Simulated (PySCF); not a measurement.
**A diatomic session: HfO**

Aim: find the lowest electronic state of HfO, scan its bond at several levels of theory, and get bond length, wavenumber and dissociation energy from each curve.

Program: PySCF 2.14.0. Level of theory: Hf def2-TZVPPD with ECP60, O def2-TZVPPD, scalar-relativistic core potentials. These are calculated values, not measurements.

## 1. Input

A driver script around PySCF takes these settings:

```
atoms                         : Hf, O
charge                        : 0
basis                         : Hf def2-TZVPPD with ECP60, O def2-TZVPPD
Hamiltonian                   : scalar-relativistic core potentials
basis functions               : 99
electrons treated             : 20
masses in u                   : 179.9465, 15.9949
levels                        : PBE0, PBE, r²SCAN, BHandHLYP, BLYP, M06-L, TPSSh, revPBE, ωB97M-V, HF, MP2, SCS-MP2, CCSD, CCSD(T)
grid                          : 80 radial by 434 angular points
occupations                   : held fixed by the projection of orbital angular momentum
dissociation limit            : Hf + O, each in its ground configuration
starting distance in angstrom : 2.000
values of 2S to try           : 0, 2, 4, 6
```

Command:

```bash
$ OMP_NUM_THREADS=2 python dia.py task.json out
```

Further steps of the session: First curve: PBE0; Higher solutions at PBE0; PBE (GGA); r²SCAN; BHandHLYP; BLYP; M06-L (meta-GGA); TPSSh (hybrid meta-GGA); revPBE (GGA); ωB97M-V; RHF; Correlated methods on the Hartree–Fock reference.

Q: Predict the outcome of this session. Wanted: for each run, Re; ωe; De; μ.

The runs gave:

Lowest PBE0 solution found, without spin–orbit coupling: ¹Σ⁺ (singlet), closed shell. State 2 has its PBE0 minimum 0.83 eV higher. State 3 has its PBE0 minimum 1.42 eV higher, as a spin-mixed determinant (⟨S²⟩ = 1.00), so this is no gap between pure states. State 4 has its PBE0 minimum 1.90 eV higher. The other levels ran on the lowest alone.

```
      level  Re (Å)  ωe (cm⁻¹)  De (eV)  μ (D)
        RHF   1.711       1042     4.61  -3.89
    RHF-MP2   1.741        953     9.28    n/a
RHF-SCS-MP2   1.741        956     8.94    n/a
   RHF-CCSD   1.729        993     7.99    n/a
RHF-CCSD(T)   1.742        954     8.48    n/a
        PBE   1.736        956     8.91  -3.25
     revPBE   1.739        949     8.52  -3.21
       BLYP   1.748        936     8.67  -3.42
     r²SCAN   1.728        983     8.23  -3.24
      M06-L   1.726        969     8.28  -3.10
      TPSSh   1.732        974     8.13  -3.40
       PBE0   1.719       1000     8.17  -3.43
  BHandHLYP   1.715       1019     7.32  -3.79
    ωB97M-V   1.722       1001     8.30  -3.65
```

De is counted to Hf + O in their ground configurations. A positive dipole means Hf(−)O(+).

Differences from CCSD(T) in the same basis:

```
      level  Re (mÅ)  ωe (%)
        RHF      -31    +9.3
    RHF-MP2       -1    -0.1
RHF-SCS-MP2       -1    +0.2
   RHF-CCSD      -13    +4.2
        PBE       -6    +0.2
     revPBE       -3    -0.5
       BLYP       +6    -1.8
     r²SCAN      -14    +3.0
      M06-L      -16    +1.6
      TPSSh      -10    +2.1
       PBE0      -23    +4.9
  BHandHLYP      -27    +6.9
    ωB97M-V      -20    +4.9
```

**Reading.** Judged by CCSD(T) in the same basis: best bond length RHF-MP2 and RHF-SCS-MP2 (-1 mÅ), worst RHF (-31 mÅ); best wavenumber RHF-MP2 (-0.1 %), worst RHF (+9.3 %). Hartree–Fock makes the bond too short and too stiff against this reference, as it mostly does. Among the levels with a De in the table, it runs from 4.61 eV (RHF) to 9.28 eV (RHF-MP2).

Correlated steps freeze 1 core orbital. These are scalar-relativistic numbers at best; spin–orbit coupling would shift them, the dissociation energy most.
